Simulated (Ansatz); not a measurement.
# Ge₂F (doublet): PBE, BLYP, revPBE, r2SCAN, PBE0, B3LYP over vertical spin and charge gaps and displaced geometries, cc-pVDZ, part 2 of 3

Ansatz 0.2.0, Gaussian basis; cc-pVDZ, all electrons in the functionals. Earlier steps stand in the parts before.

### 14 r2SCAN, charge 1, singlet

The input, in.yaml:

```yaml
crystal:
  periodic: [false, false, false]
  atoms:
    - {symbol: F, position_ang: [0.000000, -1.419044, 0.000000]}
    - {symbol: Ge, position_ang: [0.000000, 0.185570, 1.205501]}
    - {symbol: Ge, position_ang: [0.000000, 0.185570, -1.205501]}
basis:
  gaussian: {orbitals: cc-pVDZ}
total_charge: 1
magnetization: {spin_polarized: true, initial_magnetization: 0}
hamiltonian: {xc: {name: r2SCAN}}
```

Started as:

```sh
$ ansatz run in.yaml --threads 1 --pin off --events-out ev --progress --plain --max-ram 2393MiB
```

Log, shortened:

```text
Functional definition: r2SCAN
  name "r2SCAN"
  cite "Furness, Kaplan, Ning, Perdew & Sun, J. Phys. Chem. Lett. 11, 8208 (2020) doi:10.1021/acs.jpclett.0c02405"
  cite "Furness, Kaplan, Ning, Perdew & Sun, J. Phys. Chem. Lett. 11, 9248 (2020) doi:10.1021/acs.jpclett.0c03077"
  parent r2scan
[...]
785 factors; integrals over basis functions are off by at most 7.3e-4 eV
[...]
mean field -115741.75251609 eV, -4253.4309523888 hartree, gradient 2.1e-5 eV, S^2 0.794383; 12 other end points of the search recorded, 0 dependent functions left out
reference -115741.75252658 eV, -4253.4309527742 hartree; 36, 36 occupied and 32, 32 virtual orbitals, 785 factors
Total energy: -115741.75252658 eV, -4253.4309527742 hartree
```

It took 41 s on 1 thread of Arm Neoverse V2, shared host.

From the report: ⟨S²⟩ of the determinant 0.794 (pure singlet: 0.00). The determinant is far from a pure spin state, so its energy mixes those of several spin states (harmless only where they are near-degenerate, as at dissociation).

From charge 0, doublet: +743.8 kJ/mol.

### 15 r2SCAN, charge 1, triplet

Edit in.yaml of step 14 so:

```diff
@@ -9,3 +9,4 @@
 total_charge: 1
-magnetization: {spin_polarized: true, initial_magnetization: 0}
+magnetization: {spin_polarized: true, initial_magnetization: 2}
 hamiltonian: {xc: {name: r2SCAN}}
+output: {forces: true}
```

The command is unchanged.

Log:

```text
Functional definition: r2SCAN
  name "r2SCAN"
  cite "Furness, Kaplan, Ning, Perdew & Sun, J. Phys. Chem. Lett. 11, 8208 (2020) doi:10.1021/acs.jpclett.0c02405"
  cite "Furness, Kaplan, Ning, Perdew & Sun, J. Phys. Chem. Lett. 11, 9248 (2020) doi:10.1021/acs.jpclett.0c03077"
  parent r2scan
  parameter k0 = 0.174
  parameter k1 = 0.065
  parameter a1 = 4.9479
  exchange = r2scan_x(k0 = k0, k1 = k1, a1 = a1)
  correlation = r2scan_c
785 factors; integrals over basis functions are off by at most 7.3e-4 eV
mean field evaluation 1: about -115728.2536 eV, gradient 6.0e1 eV
mean field evaluation 2: about -115473.1266 eV, gradient 1.6e2 eV
mean field evaluation 4: about -115741.3343 eV, gradient 6.9e0 eV
mean field evaluation 8: about -115741.7107 eV, gradient 8.0e-2 eV
mean field evaluation 16: about -115741.7107 eV, gradient 5.5e-5 eV
mean field -115741.71071358 eV, -4253.4294161747 hartree, gradient 5.5e-5 eV, S^2 2.011447; 0 other end points of the search recorded, 0 dependent functions left out
the calculation of the forces begins
reference -115741.71072444 eV, -4253.4294165738 hartree; 37, 35 occupied and 31, 33 virtual orbitals, 785 factors
Total energy: -115741.71072444 eV, -4253.4294165738 hartree
Atom 0 at     0.000000    -1.419044     0.000000 Å, force     0.000000     0.514488     0.000000 eV/Å
Atom 1 at     0.000000     0.185570     1.205501 Å, force     0.000000    -0.257244     0.841098 eV/Å
Atom 2 at     0.000000     0.185570    -1.205501 Å, force    -0.000000    -0.257244    -0.841098 eV/Å
Dipole moment:    -0.000000     0.404529    -0.000000 e Å
```

Run time: 7.5 s. Hardware: 1 thread of Arm Neoverse V2, shared host.

From the report: ⟨S²⟩ of the determinant 2.011 (pure triplet: 2.00).

From charge 0, doublet: +747.9 kJ/mol.

### 16 r2SCAN, displaced geometry v1

The input, in.yaml:

```yaml
crystal:
  periodic: [false, false, false]
  atoms:
    - {symbol: F, position_ang: [-0.020472, -1.430994, 0.028706]}
    - {symbol: Ge, position_ang: [-0.021305, 0.157477, 1.223054]}
    - {symbol: Ge, position_ang: [0.026659, 0.216787, -1.230561]}
basis:
  gaussian: {orbitals: cc-pVDZ}
magnetization: {spin_polarized: true, initial_magnetization: 1}
hamiltonian: {xc: {name: r2SCAN}}
output: {forces: true}
```

Launched as before.

Log:

```text
Functional definition: r2SCAN
  name "r2SCAN"
  cite "Furness, Kaplan, Ning, Perdew & Sun, J. Phys. Chem. Lett. 11, 8208 (2020) doi:10.1021/acs.jpclett.0c02405"
  cite "Furness, Kaplan, Ning, Perdew & Sun, J. Phys. Chem. Lett. 11, 9248 (2020) doi:10.1021/acs.jpclett.0c03077"
  parent r2scan
  parameter k0 = 0.174
  parameter k1 = 0.065
  parameter a1 = 4.9479
  exchange = r2scan_x(k0 = k0, k1 = k1, a1 = a1)
  correlation = r2scan_c
786 factors; integrals over basis functions are off by at most 7.9e-4 eV
mean field evaluation 1: about -115748.0587 eV, gradient 2.0e1 eV
mean field evaluation 2: about -115729.1098 eV, gradient 7.5e1 eV
mean field evaluation 4: about -115749.2615 eV, gradient 4.3e0 eV
mean field evaluation 8: about -115749.4513 eV, gradient 3.5e-2 eV
mean field evaluation 16: about -115749.4513 eV, gradient 6.0e-5 eV
mean field evaluation 32: about -115748.8012 eV, gradient 9.9e-3 eV
mean field -115749.45128703 eV, -4253.7138770024 hartree, gradient 1.4e-5 eV, S^2 0.754223; 6 other end points of the search recorded, 0 dependent functions left out
the calculation of the forces begins
reference -115749.45129675 eV, -4253.7138773597 hartree; 37, 36 occupied and 31, 32 virtual orbitals, 786 factors
Total energy: -115749.45129675 eV, -4253.7138773597 hartree
Atom 0 at    -0.020472    -1.430994     0.028706 Å, force     0.005740     0.172237    -0.173968 eV/Å
Atom 1 at    -0.021305     0.157477     1.223054 Å, force     0.005217     0.034396    -0.246612 eV/Å
Atom 2 at     0.026659     0.216787    -1.230561 Å, force    -0.010957    -0.206633     0.420580 eV/Å
Dipole moment:     0.004684     0.342989     0.004698 e Å
```

It took 22 s on 1 thread of Arm Neoverse V2, shared host.

From the report: ⟨S²⟩ of the determinant 0.754 (pure doublet: 0.75).

From charge 0, doublet: +1.0 kJ/mol.

### 17 r2SCAN, displaced geometry v2

The input, in.yaml:

```yaml
crystal:
  periodic: [false, false, false]
  atoms:
    - {symbol: F, position_ang: [0.111927, -1.412113, -0.006636]}
    - {symbol: Ge, position_ang: [-0.052947, 0.200875, 1.210459]}
    - {symbol: Ge, position_ang: [0.023673, 0.168451, -1.208723]}
basis:
  gaussian: {orbitals: cc-pVDZ}
magnetization: {spin_polarized: true, initial_magnetization: 1}
hamiltonian: {xc: {name: r2SCAN}}
```

Same command.

Log, shortened:

```text
Functional definition: r2SCAN
  name "r2SCAN"
  cite "Furness, Kaplan, Ning, Perdew & Sun, J. Phys. Chem. Lett. 11, 8208 (2020) doi:10.1021/acs.jpclett.0c02405"
  cite "Furness, Kaplan, Ning, Perdew & Sun, J. Phys. Chem. Lett. 11, 9248 (2020) doi:10.1021/acs.jpclett.0c03077"
  parent r2scan
[...]
785 factors; integrals over basis functions are off by at most 7.5e-4 eV
[...]
mean field -115749.46120974 eV, -4253.7142416554 hartree, gradient 4.7e-5 eV, S^2 0.754234; 4 other end points of the search recorded, 0 dependent functions left out
reference -115749.46121945 eV, -4253.7142420120 hartree; 37, 36 occupied and 31, 32 virtual orbitals, 785 factors
Total energy: -115749.46121945 eV, -4253.7142420120 hartree
```

Wall time 15 s (1 thread of Arm Neoverse V2, shared host).

From the report: ⟨S²⟩ of the determinant 0.754 (pure doublet: 0.75).

From charge 0, doublet: +0.1 kJ/mol.

### 18 PBE0, charge 0, doublet

The input, in.yaml:

```yaml
crystal:
  periodic: [false, false, false]
  atoms:
    - {symbol: F, position_ang: [0.000000, -1.419044, 0.000000]}
    - {symbol: Ge, position_ang: [0.000000, 0.185570, 1.205501]}
    - {symbol: Ge, position_ang: [0.000000, 0.185570, -1.205501]}
basis:
  gaussian: {orbitals: cc-pVDZ}
magnetization: {spin_polarized: true, initial_magnetization: 1}
hamiltonian: {xc: {name: PBE0}}
output: {orbitals: {seedname: orbitals}}
```

Launched as before.

Log, shortened:

```text
Functional definition: PBE0
  name "PBE0"
  cite "Adamo & Barone, J. Chem. Phys. 110, 6158 (1999) doi:10.1063/1.478522"
  cite "Perdew, Burke & Ernzerhof, Phys. Rev. Lett. 77, 3865 (1996) doi:10.1103/PhysRevLett.77.3865"
  parent pbe
[...]
785 factors; integrals over basis functions are off by at most 7.3e-4 eV
[...]
mean field -115734.39706599 eV, -4253.1606445834 hartree, gradient 1.0e-5 eV, S^2 0.752406; 2 other end points of the search recorded, 0 dependent functions left out
reference -115734.39708741 eV, -4253.1606453703 hartree; 37, 36 occupied and 31, 32 virtual orbitals, 785 factors
Total energy: -115734.39708741 eV, -4253.1606453703 hartree
```

Run time: 4.4 s. Hardware: 1 thread of Arm Neoverse V2, shared host.

From the report: ⟨S²⟩ of the determinant 0.752 (pure doublet: 0.75).

### 19 PBE0, charge 0, quartet

Edit in.yaml of step 18 so:

```diff
@@ -8,3 +8,3 @@
   gaussian: {orbitals: cc-pVDZ}
-magnetization: {spin_polarized: true, initial_magnetization: 1}
+magnetization: {spin_polarized: true, initial_magnetization: 3}
 hamiltonian: {xc: {name: PBE0}}
```

The command is unchanged.

Log, shortened:

```text
Functional definition: PBE0
  name "PBE0"
  cite "Adamo & Barone, J. Chem. Phys. 110, 6158 (1999) doi:10.1063/1.478522"
  cite "Perdew, Burke & Ernzerhof, Phys. Rev. Lett. 77, 3865 (1996) doi:10.1103/PhysRevLett.77.3865"
  parent pbe
[...]
787 factors; integrals over basis functions are off by at most 6.7e-4 eV
[...]
mean field -115733.06947830 eV, -4253.1118566356 hartree, gradient 1.7e-5 eV, S^2 3.759912; 5 other end points of the search recorded, 0 dependent functions left out
reference -115733.06950132 eV, -4253.1118574816 hartree; 38, 35 occupied and 30, 33 virtual orbitals, 787 factors
Total energy: -115733.06950132 eV, -4253.1118574816 hartree
```

Wall time 8 s (1 thread of Arm Neoverse V2, shared host).

From the report: ⟨S²⟩ of the determinant 3.760 (pure quartet: 3.75).

From charge 0, doublet: +128.1 kJ/mol.

### 20 PBE0, charge 1, singlet

Edit in.yaml of step 19 so:

```diff
@@ -8,3 +8,4 @@
   gaussian: {orbitals: cc-pVDZ}
-magnetization: {spin_polarized: true, initial_magnetization: 3}
+total_charge: 1
+magnetization: {spin_polarized: true, initial_magnetization: 0}
 hamiltonian: {xc: {name: PBE0}}
```

Same command.

Log, shortened:

```text
Functional definition: PBE0
  name "PBE0"
  cite "Adamo & Barone, J. Chem. Phys. 110, 6158 (1999) doi:10.1063/1.478522"
  cite "Perdew, Burke & Ernzerhof, Phys. Rev. Lett. 77, 3865 (1996) doi:10.1103/PhysRevLett.77.3865"
  parent pbe
[...]
785 factors; integrals over basis functions are off by at most 7.3e-4 eV
[...]
mean field -115726.74960528 eV, -4252.8796055857 hartree, gradient 1.0e-5 eV, S^2 0.643422; 7 other end points of the search recorded, 0 dependent functions left out
reference -115726.74962757 eV, -4252.8796064049 hartree; 36, 36 occupied and 32, 32 virtual orbitals, 785 factors
Total energy: -115726.74962757 eV, -4252.8796064049 hartree
```

Run time: 12 s. Hardware: 1 thread of Arm Neoverse V2, shared host.

From the report: ⟨S²⟩ of the determinant 0.643 (pure singlet: 0.00). The determinant is far from a pure spin state, so its energy mixes those of several spin states (harmless only where they are near-degenerate, as at dissociation).

From charge 0, doublet: +737.9 kJ/mol.

### 21 PBE0, charge 1, triplet

Edit in.yaml of step 20 so:

```diff
@@ -9,4 +9,4 @@
 total_charge: 1
-magnetization: {spin_polarized: true, initial_magnetization: 0}
+magnetization: {spin_polarized: true, initial_magnetization: 2}
 hamiltonian: {xc: {name: PBE0}}
-output: {orbitals: {seedname: orbitals}}
+output: {forces: true, orbitals: {seedname: orbitals}}
```

Same command.

Log:

```text
Functional definition: PBE0
  name "PBE0"
  cite "Adamo & Barone, J. Chem. Phys. 110, 6158 (1999) doi:10.1063/1.478522"
  cite "Perdew, Burke & Ernzerhof, Phys. Rev. Lett. 77, 3865 (1996) doi:10.1103/PhysRevLett.77.3865"
  parent pbe
  parameter a = 0.25
  parameter kappa = 0.804
  parameter beta = 0.06672455060314922
  exchange = (1 - a)*pbe_x(kappa = kappa, mu = beta*pi^2/3) + a*exact_x
  correlation = pbe_c(beta = beta)
785 factors; integrals over basis functions are off by at most 7.3e-4 eV
mean field evaluation 1: about -115714.6862 eV, gradient 5.7e1 eV
mean field evaluation 2: about -115504.6906 eV, gradient 1.7e2 eV
mean field evaluation 4: about -115726.5901 eV, gradient 3.1e0 eV
mean field evaluation 8: about -115726.6828 eV, gradient 4.6e-2 eV
mean field evaluation 16: about -115726.6828 eV, gradient 4.3e-5 eV
mean field -115726.68281427 eV, -4252.8771510614 hartree, gradient 3.2e-5 eV, S^2 2.007066; 0 other end points of the search recorded, 0 dependent functions left out
the calculation of the forces begins
reference -115726.68283849 eV, -4252.8771519516 hartree; 37, 35 occupied and 31, 33 virtual orbitals, 785 factors
Total energy: -115726.68283849 eV, -4252.8771519516 hartree
Atom 0 at     0.000000    -1.419044     0.000000 Å, force     0.000000     0.534541    -0.000000 eV/Å
Atom 1 at     0.000000     0.185570     1.205501 Å, force     0.000000    -0.267270     0.873140 eV/Å
Atom 2 at     0.000000     0.185570    -1.205501 Å, force    -0.000000    -0.267270    -0.873140 eV/Å
Dipole moment:    -0.000000     0.441535    -0.000000 e Å
```

Run time: 4.6 s. Hardware: 1 thread of Arm Neoverse V2, shared host.

From the report: ⟨S²⟩ of the determinant 2.007 (pure triplet: 2.00).

From charge 0, doublet: +744.3 kJ/mol.

### 22 PBE0, displaced geometry v1

The input, in.yaml:

```yaml
crystal:
  periodic: [false, false, false]
  atoms:
    - {symbol: F, position_ang: [-0.020472, -1.430994, 0.028706]}
    - {symbol: Ge, position_ang: [-0.021305, 0.157477, 1.223054]}
    - {symbol: Ge, position_ang: [0.026659, 0.216787, -1.230561]}
basis:
  gaussian: {orbitals: cc-pVDZ}
magnetization: {spin_polarized: true, initial_magnetization: 1}
hamiltonian: {xc: {name: PBE0}}
output: {forces: true, orbitals: {seedname: orbitals}}
```

Launched as before.

Log:

```text
Functional definition: PBE0
  name "PBE0"
  cite "Adamo & Barone, J. Chem. Phys. 110, 6158 (1999) doi:10.1063/1.478522"
  cite "Perdew, Burke & Ernzerhof, Phys. Rev. Lett. 77, 3865 (1996) doi:10.1103/PhysRevLett.77.3865"
  parent pbe
  parameter a = 0.25
  parameter kappa = 0.804
  parameter beta = 0.06672455060314922
  exchange = (1 - a)*pbe_x(kappa = kappa, mu = beta*pi^2/3) + a*exact_x
  correlation = pbe_c(beta = beta)
786 factors; integrals over basis functions are off by at most 7.9e-4 eV
mean field evaluation 1: about -115732.9929 eV, gradient 2.0e1 eV
mean field evaluation 2: about -115725.6969 eV, gradient 5.0e1 eV
mean field evaluation 4: about -115734.3600 eV, gradient 7.1e-1 eV
mean field evaluation 8: about -115734.3853 eV, gradient 2.6e-2 eV
mean field evaluation 16: about -115734.3853 eV, gradient 7.3e-5 eV
mean field -115734.38528880 eV, -4253.1602117794 hartree, gradient 8.6e-6 eV, S^2 0.752395; 2 other end points of the search recorded, 0 dependent functions left out
the calculation of the forces begins
reference -115734.38531023 eV, -4253.1602125671 hartree; 37, 36 occupied and 31, 32 virtual orbitals, 786 factors
Total energy: -115734.38531023 eV, -4253.1602125671 hartree
Atom 0 at    -0.020472    -1.430994     0.028706 Å, force     0.005340     0.162791    -0.159999 eV/Å
Atom 1 at    -0.021305     0.157477     1.223054 Å, force     0.006297     0.031277    -0.305125 eV/Å
Atom 2 at     0.026659     0.216787    -1.230561 Å, force    -0.011637    -0.194068     0.465123 eV/Å
Dipole moment:     0.005074     0.374519     0.007244 e Å
```

Run time: 6.5 s. Hardware: 1 thread of Arm Neoverse V2, shared host.

From the report: ⟨S²⟩ of the determinant 0.752 (pure doublet: 0.75).

From charge 0, doublet: +1.1 kJ/mol.

### 23 PBE0, displaced geometry v2

The input, in.yaml:

```yaml
crystal:
  periodic: [false, false, false]
  atoms:
    - {symbol: F, position_ang: [0.111927, -1.412113, -0.006636]}
    - {symbol: Ge, position_ang: [-0.052947, 0.200875, 1.210459]}
    - {symbol: Ge, position_ang: [0.023673, 0.168451, -1.208723]}
basis:
  gaussian: {orbitals: cc-pVDZ}
magnetization: {spin_polarized: true, initial_magnetization: 1}
hamiltonian: {xc: {name: PBE0}}
output: {orbitals: {seedname: orbitals}}
```

The command is unchanged.

Log, shortened:

```text
Functional definition: PBE0
  name "PBE0"
  cite "Adamo & Barone, J. Chem. Phys. 110, 6158 (1999) doi:10.1063/1.478522"
  cite "Perdew, Burke & Ernzerhof, Phys. Rev. Lett. 77, 3865 (1996) doi:10.1103/PhysRevLett.77.3865"
  parent pbe
[...]
785 factors; integrals over basis functions are off by at most 7.5e-4 eV
[...]
mean field -115734.39620231 eV, -4253.1606128437 hartree, gradient 2.7e-5 eV, S^2 0.752406; 2 other end points of the search recorded, 0 dependent functions left out
reference -115734.39622376 eV, -4253.1606136320 hartree; 37, 36 occupied and 31, 32 virtual orbitals, 785 factors
Total energy: -115734.39622376 eV, -4253.1606136320 hartree
```

Run time: 4.5 s. Hardware: 1 thread of Arm Neoverse V2, shared host.

From the report: ⟨S²⟩ of the determinant 0.752 (pure doublet: 0.75).

From charge 0, doublet: +0.1 kJ/mol.

(Part 2 of 3 ends here.)
